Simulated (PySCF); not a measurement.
# monosilicic acid (SiH₄O₄): core binding energies at several levels of theory

Aim: compute the core binding energies of monosilicic acid (SiH₄O₄) (`O[Si](O)(O)O`) at several levels, and see how far they spread and what each costs.

Programs: PySCF 2.14.0, with density-fitted response routines of our own. Each step states its level of theory. These are calculated values for one molecule in the gas phase, unless marked as measured. Atoms count from 0, in the outputs and in this text.

### 1 The starting structure

9 atoms, charge 0, multiplicity 1; geometry from: PBE0-D3(BJ)/def2-SVP.

Bonds of the start (Å): O0–Si1 1.65, Si1–O2 1.65, Si1–O3 1.65, Si1–O4 1.65, O0–H5 0.96, O2–H6 0.96, O3–H7 0.96, O4–H8 0.96.

### 2 Core holes by ΔSCF: SCAN, X2C

Job settings and geometry (Å):

```
{"job": {"kind": "xps"}, "charge": 0, "multiplicity": 1}
O      0.427931     1.328736    -0.875594
Si     0.005687    -0.007917    -0.008710
O      1.216575    -1.101315    -0.237570
O     -1.487565    -0.453770    -0.542260
O     -0.138480     0.196065     1.620098
H     -0.301041     1.916088    -1.095420
H      1.654369    -1.052584    -1.092232
H     -2.003080    -0.972513     0.082004
H      0.682783     0.130182     2.115707
```

With the program's defaults for keys left out, this is: delta-SCF UKS SCAN, pcX-2 on the ionised atom, pcseg-1 elsewhere, spin-free X2C.

Command:

```sh
$ OMP_NUM_THREADS=1 python probes_run.py task.json out
```

One launch serves the whole session: the jobs run in the order shown.

Output:

```text
ground state, core basis on atom 0 (O), 125 functions
  cycle   1  E = -593.31172654  |g| = 1.30e+00
  cycle   2  E = -592.84094178  |g| = 2.06e+00
  cycle   3  E = -593.60933156  |g| = 1.07e-01
  cycle   4  E = -593.61006450  |g| = 8.05e-02
  cycle   5  E = -593.61116655  |g| = 1.38e-02
  cycle   6  E = -593.61119440  |g| = 3.86e-03
  cycle   7  E = -593.61119773  |g| = 6.98e-04
  cycle   8  E = -593.61119684  |g| = 1.79e-04
  E(ground) = -593.65467668 Eh
hole in O 1s of atom 0
  cycle   1  E = -573.00388547  |g| = 2.22e+00
  cycle   2  E = -572.66418260  |g| = 2.13e+00
  cycle   3  E = -573.74260936  |g| = 4.46e-01
  cycle   4  E = -573.76427183  |g| = 3.26e-01
  cycle   5  E = -573.80320023  |g| = 3.60e-02
  cycle   6  E = -573.80351049  |g| = 2.06e-02
  cycle   7  E = -573.80366049  |g| = 5.23e-03
  cycle   8  E = -573.80367226  |g| = 1.15e-03
  cycle   9  E = -573.80367087  |g| = 4.96e-04
  E(ion) = -573.84764322 Eh   <S^2> = 0.7612   hole on atom = 1.000   binding energy = 538.977 eV
ground state, core basis on atom 1 (Si), 136 functions
  cycle   1  E = -593.70372856  |g| = 3.01e-01
  cycle   2  E = -593.70236245  |g| = 1.35e-01
  cycle   3  E = -593.70217446  |g| = 1.33e-01
  cycle   4  E = -593.70529491  |g| = 2.22e-02
  cycle   5  E = -593.70537900  |g| = 3.64e-03
  cycle   6  E = -593.70537752  |g| = 7.23e-04
  cycle   7  E = -593.70537799  |g| = 9.88e-05
  E(ground) = -593.71003599 Eh
hole in Si 1s of atom 1
  cycle   1  E = -524.72770002  |g| = 4.35e+00
  cycle   2  E = -524.82780447  |g| = 2.20e+00
  cycle   3  E = -525.27534003  |g| = 1.05e+00
  cycle   4  E = -525.71602255  |g| = 3.10e-01
  cycle   5  E = -525.74547439  |g| = 7.74e-02
  cycle   6  E = -525.74790352  |g| = 1.41e-02
  cycle   7  E = -525.74795568  |g| = 3.84e-03
  cycle   8  E = -525.74795701  |g| = 4.10e-03
  cycle   9  E = -525.74796189  |g| = 2.07e-04
  E(ion) = -525.75982341 Eh   <S^2> = 0.7519   hole on atom = 1.000   binding energy = 1849.019 eV
hole in Si 2p of atom 1
  cycle   1  E = -589.39576136  |g| = 1.25e+00
  cycle   2  E = -589.25304012  |g| = 1.19e+00
  cycle   3  E = -589.62219766  |g| = 4.26e-01
  cycle   4  E = -589.69020315  |g| = 9.16e-02
  cycle   5  E = -589.69264348  |g| = 2.80e-02
  cycle   6  E = -589.69297377  |g| = 3.41e-03
  cycle   7  E = -589.69297161  |g| = 3.85e-03
  cycle   8  E = -589.69297723  |g| = 3.84e-04
  E(ion) = -589.70697465 Eh   <S^2> = 0.7511   hole on atom = 1.003   binding energy = 108.929 eV
  2p3/2 = 108.724 eV   2p1/2 = 109.349 eV
```

Run time: 10 s. Hardware: 1 thread of Arm Neoverse V1, shared host; peak memory 0.41 GiB.

The holes in one table. −ε is the ground-state orbital energy:

| hole | stands for | environment | ΔSCF (eV; 2p as the shell's mean) | −ε (eV) | ⟨S²⟩ |
| --- | --- | --- | --- | --- | --- |
| O1s on O0 | O0, O2, O3, O4 | oxygen bonded to Si, H | 538.98 | 516.7 | 0.761 |
| Si1s on Si1 | Si1 | silicon bonded to 4 O | 1849.02 | 1794.8 | 0.752 |
| Si2p on Si1 | Si1 | silicon bonded to 4 O | 108.93 | 97.4 | 0.751 |

Each hole run stands for the others of its class of like atoms.

With the spin-orbit splitting: Si1 2p3/2 108.72, 2p1/2 109.35 eV. The table gives each 2p level as the mean over the whole 2p shell (two parts 2p3/2, one part 2p1/2), which differs a little from the single hole in the log.

### 3 Core-electron binding energies: B3LYP, X2C

The job, as its differences from that of step 2:

```diff
@@ -1,2 +1,2 @@
-{"job": {"kind": "xps"}, "charge": 0, "multiplicity": 1}
+{"job": {"kind": "xps", "xc": "B3LYP"}, "charge": 0, "multiplicity": 1}
 O      0.427931     1.328736    -0.875594
```

Level: delta-SCF UKS B3LYP, pcX-2 on the ionised atom, pcseg-1 elsewhere, spin-free X2C.

Output:

```text
ground state, core basis on atom 0 (O), 125 functions
  cycle   1  E = -593.44575659  |g| = 1.31e+00
  cycle   2  E = -593.07298535  |g| = 1.94e+00
  cycle   3  E = -593.74607867  |g| = 6.84e-02
  cycle   4  E = -593.74638403  |g| = 5.62e-02
  cycle   5  E = -593.74690673  |g| = 7.76e-03
  cycle   6  E = -593.74691575  |g| = 1.19e-03
  cycle   7  E = -593.74691560  |g| = 2.65e-04
  E(ground) = -593.74661088 Eh
hole in O 1s of atom 0
  cycle   1  E = -573.15194896  |g| = 2.23e+00
  cycle   2  E = -572.92198595  |g| = 2.08e+00
  cycle   3  E = -573.91260491  |g| = 3.37e-01
  cycle   4  E = -573.92732535  |g| = 2.27e-01
  cycle   5  E = -573.94600738  |g| = 2.07e-02
  cycle   6  E = -573.94612776  |g| = 9.59e-03
  cycle   7  E = -573.94615980  |g| = 2.55e-03
  cycle   8  E = -573.94616298  |g| = 5.30e-04
  cycle   9  E = -573.94616236  |g| = 2.06e-04
  E(ion) = -573.94595960 Eh   <S^2> = 0.7565   hole on atom = 1.000   binding energy = 538.803 eV
ground state, core basis on atom 1 (Si), 136 functions
  cycle   1  E = -593.81269841  |g| = 1.79e-01
  cycle   2  E = -593.81274528  |g| = 8.16e-02
  cycle   3  E = -593.81324513  |g| = 5.28e-02
  cycle   4  E = -593.81369899  |g| = 1.48e-02
  cycle   5  E = -593.81373515  |g| = 1.84e-03
  cycle   6  E = -593.81373631  |g| = 4.87e-04
  E(ground) = -593.81353893 Eh
hole in Si 1s of atom 1
  cycle   1  E = -524.87225174  |g| = 4.39e+00
  cycle   2  E = -525.14230968  |g| = 2.07e+00
  cycle   3  E = -525.59517292  |g| = 8.87e-01
  cycle   4  E = -525.88104320  |g| = 2.88e-01
  cycle   5  E = -525.90880569  |g| = 5.95e-02
  cycle   6  E = -525.91033451  |g| = 4.64e-03
  cycle   7  E = -525.91034011  |g| = 6.66e-04
  cycle   8  E = -525.91033971  |g| = 6.98e-04
  cycle   9  E = -525.91034091  |g| = 4.12e-05
  E(ion) = -525.91018838 Eh   <S^2> = 0.7514   hole on atom = 1.000   binding energy = 1847.744 eV
hole in Si 2p of atom 1
  cycle   1  E = -589.50963756  |g| = 1.24e+00
  cycle   2  E = -589.46172865  |g| = 1.08e+00
  cycle   3  E = -589.76403286  |g| = 3.47e-01
  cycle   4  E = -589.80794003  |g| = 7.34e-02
  cycle   5  E = -589.80962156  |g| = 2.02e-02
  cycle   6  E = -589.80980311  |g| = 7.06e-04
  cycle   7  E = -589.80980328  |g| = 6.70e-04
  cycle   8  E = -589.80980251  |g| = 2.53e-04
  E(ion) = -589.80964281 Eh   <S^2> = 0.7515   hole on atom = 1.003   binding energy = 108.952 eV
  2p3/2 = 108.740 eV   2p1/2 = 109.360 eV
```

Wall time 12 s (1 thread of Arm Neoverse V1, shared host); peak memory 0.48 GiB.

Binding energies by hole, beside the orbital energy of the ground state; the difference holds orbital relaxation and, for a density functional, its self-interaction error:

| hole | stands for | environment | ΔSCF (eV; 2p as the shell's mean) | −ε (eV) | ⟨S²⟩ |
| --- | --- | --- | --- | --- | --- |
| O1s on O0 | O0, O2, O3, O4 | oxygen bonded to Si, H | 538.80 | 521.0 | 0.757 |
| Si1s on Si1 | Si1 | silicon bonded to 4 O | 1847.74 | 1804.4 | 0.751 |
| Si2p on Si1 | Si1 | silicon bonded to 4 O | 108.95 | 100.0 | 0.752 |

Each hole run stands for the others of its class of like atoms.

With the spin-orbit splitting: Si1 2p3/2 108.74, 2p1/2 109.36 eV. The table gives each 2p level as the mean over the whole 2p shell (two parts 2p3/2, one part 2p1/2), which differs a little from the single hole in the log.

### 4 Core-electron binding energies: PBE0, X2C

The job, as its differences from that of step 3:

```diff
@@ -1,2 +1,2 @@
-{"job": {"kind": "xps", "xc": "B3LYP"}, "charge": 0, "multiplicity": 1}
+{"job": {"kind": "xps", "xc": "PBE0"}, "charge": 0, "multiplicity": 1}
 O      0.427931     1.328736    -0.875594
```

Level: delta-SCF UKS PBE0, pcX-2 on the ionised atom, pcseg-1 elsewhere, spin-free X2C.

Output:

```text
ground state, core basis on atom 0 (O), 125 functions
  cycle   1  E = -593.03228607  |g| = 1.18e+00
  cycle   2  E = -592.82220669  |g| = 1.60e+00
  cycle   3  E = -593.27926856  |g| = 5.66e-02
  cycle   4  E = -593.27960050  |g| = 3.73e-02
  cycle   5  E = -593.27982557  |g| = 7.49e-03
  cycle   6  E = -593.27983635  |g| = 1.06e-03
  cycle   7  E = -593.27983707  |g| = 1.92e-04
  E(ground) = -593.27966609 Eh
hole in O 1s of atom 0
  cycle   1  E = -572.70073808  |g| = 2.23e+00
  cycle   2  E = -572.58874671  |g| = 1.96e+00
  cycle   3  E = -573.47138499  |g| = 3.02e-01
  cycle   4  E = -573.48559434  |g| = 1.85e-01
  cycle   5  E = -573.49804864  |g| = 1.76e-02
  cycle   6  E = -573.49814141  |g| = 7.42e-03
  cycle   7  E = -573.49816026  |g| = 2.48e-03
  cycle   8  E = -573.49816234  |g| = 5.54e-04
  cycle   9  E = -573.49816303  |g| = 1.91e-04
  E(ion) = -573.49803388 Eh   <S^2> = 0.7576   hole on atom = 1.000   binding energy = 538.286 eV
ground state, core basis on atom 1 (Si), 136 functions
  cycle   1  E = -593.34576141  |g| = 2.20e-01
  cycle   2  E = -593.34567044  |g| = 8.37e-02
  cycle   3  E = -593.34594597  |g| = 6.99e-02
  cycle   4  E = -593.34679108  |g| = 1.20e-02
  cycle   5  E = -593.34681357  |g| = 1.63e-03
  cycle   6  E = -593.34681462  |g| = 3.03e-04
  E(ground) = -593.34673412 Eh
hole in Si 1s of atom 1
  cycle   1  E = -524.43771094  |g| = 4.39e+00
  cycle   2  E = -524.82388388  |g| = 1.93e+00
  cycle   3  E = -525.22746720  |g| = 7.90e-01
  cycle   4  E = -525.45520350  |g| = 2.44e-01
  cycle   5  E = -525.47544999  |g| = 4.67e-02
  cycle   6  E = -525.47637453  |g| = 3.74e-03
  cycle   7  E = -525.47637850  |g| = 5.13e-04
  cycle   8  E = -525.47637790  |g| = 5.58e-04
  cycle   9  E = -525.47637834  |g| = 5.56e-05
  E(ion) = -525.47631002 Eh   <S^2> = 0.7515   hole on atom = 1.000   binding energy = 1846.848 eV
hole in Si 2p of atom 1
  cycle   1  E = -589.05706795  |g| = 1.23e+00
  cycle   2  E = -589.05981513  |g| = 1.00e+00
  cycle   3  E = -589.31912040  |g| = 3.14e-01
  cycle   4  E = -589.35545308  |g| = 6.20e-02
  cycle   5  E = -589.35665300  |g| = 1.73e-02
  cycle   6  E = -589.35678449  |g| = 6.83e-04
  cycle   7  E = -589.35678512  |g| = 5.07e-04
  cycle   8  E = -589.35678497  |g| = 3.09e-04
  E(ion) = -589.35670957 Eh   <S^2> = 0.7519   hole on atom = 1.003   binding energy = 108.574 eV
  2p3/2 = 108.363 eV   2p1/2 = 108.980 eV
```

Run time: 12 s. Hardware: 1 thread of Arm Neoverse V1, shared host; peak memory 0.48 GiB.

The holes in one table. −ε is the ground-state orbital energy:

| hole | stands for | environment | ΔSCF (eV; 2p as the shell's mean) | −ε (eV) | ⟨S²⟩ |
| --- | --- | --- | --- | --- | --- |
| O1s on O0 | O0, O2, O3, O4 | oxygen bonded to Si, H | 538.29 | 523.2 | 0.758 |
| Si1s on Si1 | Si1 | silicon bonded to 4 O | 1846.85 | 1808.1 | 0.752 |
| Si2p on Si1 | Si1 | silicon bonded to 4 O | 108.57 | 100.7 | 0.752 |

Each hole run stands for the others of its class of like atoms.

With the spin-orbit splitting: Si1 2p3/2 108.36, 2p1/2 108.98 eV. The table gives each 2p level as the mean over the whole 2p shell (two parts 2p3/2, one part 2p1/2), which differs a little from the single hole in the log.

### 5 Core holes by ΔSCF: PBE, X2C

The job, as its differences from that of step 4:

```diff
@@ -1,2 +1,2 @@
-{"job": {"kind": "xps", "xc": "PBE0"}, "charge": 0, "multiplicity": 1}
+{"job": {"kind": "xps", "xc": "PBE"}, "charge": 0, "multiplicity": 1}
 O      0.427931     1.328736    -0.875594
```

Level: delta-SCF UKS PBE, pcX-2 on the ionised atom, pcseg-1 elsewhere, spin-free X2C.

Output:

```text
ground state, core basis on atom 0 (O), 125 functions
  cycle   1  E = -592.89987974  |g| = 1.42e+00
  cycle   2  E = -592.01099583  |g| = 2.57e+00
  cycle   3  E = -593.25748308  |g| = 1.13e-01
  cycle   4  E = -593.25730397  |g| = 1.23e-01
  cycle   5  E = -593.25989657  |g| = 1.51e-02
  cycle   6  E = -593.25993835  |g| = 3.39e-03
  cycle   7  E = -593.25994199  |g| = 6.89e-04
  cycle   8  E = -593.25994101  |g| = 4.38e-04
  E(ground) = -593.25973387 Eh
hole in O 1s of atom 0
  cycle   1  E = -572.69162731  |g| = 2.24e+00
  cycle   2  E = -571.58349994  |g| = 2.57e+00
  cycle   3  E = -573.28862961  |g| = 7.41e-01
  cycle   4  E = -573.38842301  |g| = 5.33e-01
  cycle   5  E = -573.48960064  |g| = 7.88e-02
  cycle   6  E = -573.49098946  |g| = 4.37e-02
  cycle   7  E = -573.49169081  |g| = 8.47e-03
  cycle   8  E = -573.49171768  |g| = 2.26e-03
  cycle   9  E = -573.49172027  |g| = 4.81e-04
  E(ion) = -573.49158410 Eh   <S^2> = 0.7561   hole on atom = 1.000   binding energy = 537.919 eV
ground state, core basis on atom 1 (Si), 136 functions
  cycle   1  E = -593.32455865  |g| = 2.79e-01
  cycle   2  E = -593.32380036  |g| = 1.12e-01
  cycle   3  E = -593.32337267  |g| = 1.17e-01
  cycle   4  E = -593.32571352  |g| = 2.93e-02
  cycle   5  E = -593.32586078  |g| = 4.63e-03
  cycle   6  E = -593.32586528  |g| = 1.25e-03
  cycle   7  E = -593.32586517  |g| = 7.81e-05
  E(ground) = -593.32573802 Eh
hole in Si 1s of atom 1
  cycle   1  E = -524.45600566  |g| = 4.42e+00
  cycle   2  E = -524.24972778  |g| = 2.49e+00
  cycle   3  E = -524.79966171  |g| = 1.28e+00
  cycle   4  E = -525.44281743  |g| = 4.25e-01
  cycle   5  E = -525.49982193  |g| = 1.23e-01
  cycle   6  E = -525.50663298  |g| = 1.10e-02
  cycle   7  E = -525.50665560  |g| = 2.76e-03
  cycle   8  E = -525.50665408  |g| = 2.75e-03
  cycle   9  E = -525.50665928  |g| = 1.52e-04
  E(ion) = -525.50656162 Eh   <S^2> = 0.7512   hole on atom = 1.000   binding energy = 1845.454 eV
hole in Si 2p of atom 1
  cycle   1  E = -589.05078379  |g| = 1.24e+00
  cycle   2  E = -588.74605267  |g| = 1.39e+00
  cycle   3  E = -589.25535684  |g| = 5.05e-01
  cycle   4  E = -589.35096019  |g| = 1.16e-01
  cycle   5  E = -589.35513145  |g| = 3.59e-02
  cycle   6  E = -589.35572356  |g| = 2.74e-03
  cycle   7  E = -589.35572293  |g| = 2.74e-03
  cycle   8  E = -589.35572639  |g| = 2.51e-04
  E(ion) = -589.35562043 Eh   <S^2> = 0.7513   hole on atom = 1.002   binding energy = 108.032 eV
  2p3/2 = 107.820 eV   2p1/2 = 108.444 eV
```

Wall time 7.1 s (1 thread of Arm Neoverse V1, shared host); peak memory 0.48 GiB.

The holes in one table. −ε is the ground-state orbital energy:

| hole | stands for | environment | ΔSCF (eV; 2p as the shell's mean) | −ε (eV) | ⟨S²⟩ |
| --- | --- | --- | --- | --- | --- |
| O1s on O0 | O0, O2, O3, O4 | oxygen bonded to Si, H | 537.92 | 510.7 | 0.756 |
| Si1s on Si1 | Si1 | silicon bonded to 4 O | 1845.45 | 1784.7 | 0.751 |
| Si2p on Si1 | Si1 | silicon bonded to 4 O | 108.03 | 95.1 | 0.751 |

Each hole run stands for the others of its class of like atoms.

With the spin-orbit splitting: Si1 2p3/2 107.82, 2p1/2 108.44 eV. The table gives each 2p level as the mean over the whole 2p shell (two parts 2p3/2, one part 2p1/2), which differs a little from the single hole in the log.

### 6 Core holes by ΔSCF: HF, X2C

The job, as its differences from that of step 5:

```diff
@@ -1,2 +1,2 @@
-{"job": {"kind": "xps", "xc": "PBE"}, "charge": 0, "multiplicity": 1}
+{"job": {"kind": "xps", "xc": "HF"}, "charge": 0, "multiplicity": 1}
 O      0.427931     1.328736    -0.875594
```

Method: delta-SCF UKS HF, pcX-2 on the ionised atom, pcseg-1 elsewhere, spin-free X2C.

Output:

```text
ground state, core basis on atom 0 (O), 125 functions
  cycle   1  E = -591.49688204  |g| = 8.04e-01
  cycle   2  E = -591.59153849  |g| = 4.19e-01
  cycle   3  E = -591.62152378  |g| = 5.51e-02
  cycle   4  E = -591.62228188  |g| = 8.42e-03
  cycle   5  E = -591.62231078  |g| = 1.95e-03
  cycle   6  E = -591.62231198  |g| = 9.23e-04
  cycle   7  E = -591.62231220  |g| = 2.15e-04
  E(ground) = -591.62231220 Eh
hole in O 1s of atom 0
  cycle   1  E = -571.04139421  |g| = 2.20e+00
  cycle   2  E = -571.57333306  |g| = 1.11e+00
  cycle   3  E = -571.82826941  |g| = 9.83e-02
  cycle   4  E = -571.83091365  |g| = 2.37e-02
  cycle   5  E = -571.83123427  |g| = 1.35e-02
  cycle   6  E = -571.83139706  |g| = 4.72e-03
  cycle   7  E = -571.83142322  |g| = 1.30e-03
  cycle   8  E = -571.83142521  |g| = 5.02e-04
  cycle   9  E = -571.83142545  |g| = 2.20e-04
  E(ion) = -571.83142545 Eh   <S^2> = 0.7674   hole on atom = 1.000   binding energy = 538.537 eV
ground state, core basis on atom 1 (Si), 136 functions
  cycle   1  E = -591.69270974  |g| = 9.30e-02
  cycle   2  E = -591.69353166  |g| = 2.77e-02
  cycle   3  E = -591.69364090  |g| = 1.11e-02
  cycle   4  E = -591.69366412  |g| = 1.50e-03
  cycle   5  E = -591.69366487  |g| = 4.98e-04
  E(ground) = -591.69366487 Eh
hole in Si 1s of atom 1
  cycle   1  E = -522.68724779  |g| = 4.32e+00
  cycle   2  E = -523.57999154  |g| = 1.00e+00
  cycle   3  E = -523.68253193  |g| = 1.61e-01
  cycle   4  E = -523.69040889  |g| = 5.63e-02
  cycle   5  E = -523.69162510  |g| = 8.19e-03
  cycle   6  E = -523.69168755  |g| = 3.16e-03
  cycle   7  E = -523.69170097  |g| = 1.20e-03
  cycle   8  E = -523.69170349  |g| = 4.86e-04
  E(ion) = -523.69170349 Eh   <S^2> = 0.7532   hole on atom = 1.000   binding energy = 1850.428 eV
hole in Si 2p of atom 1
  cycle   1  E = -587.40835616  |g| = 1.22e+00
  cycle   2  E = -587.65364443  |g| = 4.26e-01
  cycle   3  E = -587.69214489  |g| = 7.41e-02
  cycle   4  E = -587.69410913  |g| = 2.35e-02
  cycle   5  E = -587.69441420  |g| = 6.73e-03
  cycle   6  E = -587.69446664  |g| = 2.94e-03
  cycle   7  E = -587.69448032  |g| = 1.19e-03
  cycle   8  E = -587.69448302  |g| = 4.08e-04
  E(ion) = -587.69448302 Eh   <S^2> = 0.7552   hole on atom = 1.002   binding energy = 108.823 eV
  2p3/2 = 108.624 eV   2p1/2 = 109.219 eV
```

Wall time 6.8 s (1 thread of Arm Neoverse V1, shared host); peak memory 0.48 GiB.

The holes in one table. −ε is the ground-state orbital energy:

| hole | stands for | environment | ΔSCF (eV; 2p as the shell's mean) | −ε (eV) | ⟨S²⟩ |
| --- | --- | --- | --- | --- | --- |
| O1s on O0 | O0, O2, O3, O4 | oxygen bonded to Si, H | 538.54 | 560.0 | 0.767 |
| Si1s on Si1 | Si1 | silicon bonded to 4 O | 1850.43 | 1877.7 | 0.753 |
| Si2p on Si1 | Si1 | silicon bonded to 4 O | 108.82 | 116.6 | 0.755 |

Each hole run stands for the others of its class of like atoms.

With the spin-orbit splitting: Si1 2p3/2 108.62, 2p1/2 109.22 eV. The table gives each 2p level as the mean over the whole 2p shell (two parts 2p3/2, one part 2p1/2), which differs a little from the single hole in the log.

### 7 Core holes by ΔSCF: SCAN, X2C

The job, as its differences from that of step 6:

```diff
@@ -1,2 +1,2 @@
-{"job": {"kind": "xps", "xc": "HF"}, "charge": 0, "multiplicity": 1}
+{"job": {"kind": "xps", "basis": "pcX-1"}, "charge": 0, "multiplicity": 1}
 O      0.427931     1.328736    -0.875594
```

Level: delta-SCF UKS SCAN, pcX-1 on the ionised atom, pcseg-1 elsewhere, spin-free X2C.

Output:

```text
ground state, core basis on atom 0 (O), 104 functions
  cycle   1  E = -593.26765931  |g| = 1.28e+00
  cycle   2  E = -592.84432684  |g| = 1.99e+00
  cycle   3  E = -593.55815542  |g| = 7.17e-02
  cycle   4  E = -593.55877282  |g| = 3.93e-02
  cycle   5  E = -593.55900502  |g| = 1.78e-02
  cycle   6  E = -593.55905649  |g| = 3.59e-03
  cycle   7  E = -593.55905860  |g| = 5.10e-04
  cycle   8  E = -593.55905720  |g| = 8.62e-05
  E(ground) = -593.60263812 Eh
hole in O 1s of atom 0
  cycle   1  E = -572.96066987  |g| = 2.21e+00
  cycle   2  E = -572.62542137  |g| = 2.09e+00
  cycle   3  E = -573.68240877  |g| = 4.53e-01
  cycle   4  E = -573.70993864  |g| = 3.15e-01
  cycle   5  E = -573.74627403  |g| = 3.38e-02
  cycle   6  E = -573.74653981  |g| = 2.00e-02
  cycle   7  E = -573.74667976  |g| = 5.60e-03
  cycle   8  E = -573.74669178  |g| = 1.03e-03
  cycle   9  E = -573.74669141  |g| = 5.08e-04
  cycle  10  E = -573.74669144  |g| = 3.68e-04
  E(ion) = -573.79163038 Eh   <S^2> = 0.7607   hole on atom = 1.000   binding energy = 539.085 eV
ground state, core basis on atom 1 (Si), 116 functions
  cycle   1  E = -593.66308268  |g| = 1.85e-01
  cycle   2  E = -593.66299651  |g| = 5.42e-02
  cycle   3  E = -593.66276491  |g| = 5.77e-02
  cycle   4  E = -593.66334125  |g| = 1.22e-02
  cycle   5  E = -593.66336245  |g| = 1.22e-03
  cycle   6  E = -593.66336314  |g| = 2.63e-04
  E(ground) = -593.66771099 Eh
hole in Si 1s of atom 1
  cycle   1  E = -524.67647455  |g| = 4.35e+00
  cycle   2  E = -524.87316263  |g| = 2.10e+00
  cycle   3  E = -525.28505030  |g| = 9.72e-01
  cycle   4  E = -525.66198485  |g| = 2.92e-01
  cycle   5  E = -525.68887953  |g| = 6.92e-02
  cycle   6  E = -525.69084406  |g| = 1.08e-02
  cycle   7  E = -525.69087448  |g| = 2.91e-03
  cycle   8  E = -525.69087482  |g| = 3.18e-03
  cycle   9  E = -525.69087770  |g| = 1.53e-04
  E(ion) = -525.70332404 Eh   <S^2> = 0.7518   hole on atom = 1.000   binding energy = 1849.405 eV
hole in Si 2p of atom 1
  cycle   1  E = -589.34069151  |g| = 1.24e+00
  cycle   2  E = -589.25238719  |g| = 1.10e+00
  cycle   3  E = -589.56856153  |g| = 3.97e-01
  cycle   4  E = -589.62919005  |g| = 8.46e-02
  cycle   5  E = -589.63130510  |g| = 2.55e-02
  cycle   6  E = -589.63158140  |g| = 2.80e-03
  cycle   7  E = -589.63158032  |g| = 2.60e-03
  cycle   8  E = -589.63158423  |g| = 4.17e-04
  E(ion) = -589.64553891 Eh   <S^2> = 0.7509   hole on atom = 1.003   binding energy = 109.449 eV
  2p3/2 = 109.239 eV   2p1/2 = 109.861 eV
```

Run time: 8.7 s. Hardware: 1 thread of Arm Neoverse V1, shared host; peak memory 0.48 GiB.

The holes in one table. −ε is the ground-state orbital energy:

| hole | stands for | environment | ΔSCF (eV; 2p as the shell's mean) | −ε (eV) | ⟨S²⟩ |
| --- | --- | --- | --- | --- | --- |
| O1s on O0 | O0, O2, O3, O4 | oxygen bonded to Si, H | 539.08 | 516.5 | 0.761 |
| Si1s on Si1 | Si1 | silicon bonded to 4 O | 1849.41 | 1795.0 | 0.752 |
| Si2p on Si1 | Si1 | silicon bonded to 4 O | 109.45 | 97.7 | 0.751 |

Each hole run stands for the others of its class of like atoms.

With the spin-orbit splitting: Si1 2p3/2 109.24, 2p1/2 109.86 eV. The table gives each 2p level as the mean over the whole 2p shell (two parts 2p3/2, one part 2p1/2), which differs a little from the single hole in the log.

(Part 1 of 2 ends here.)
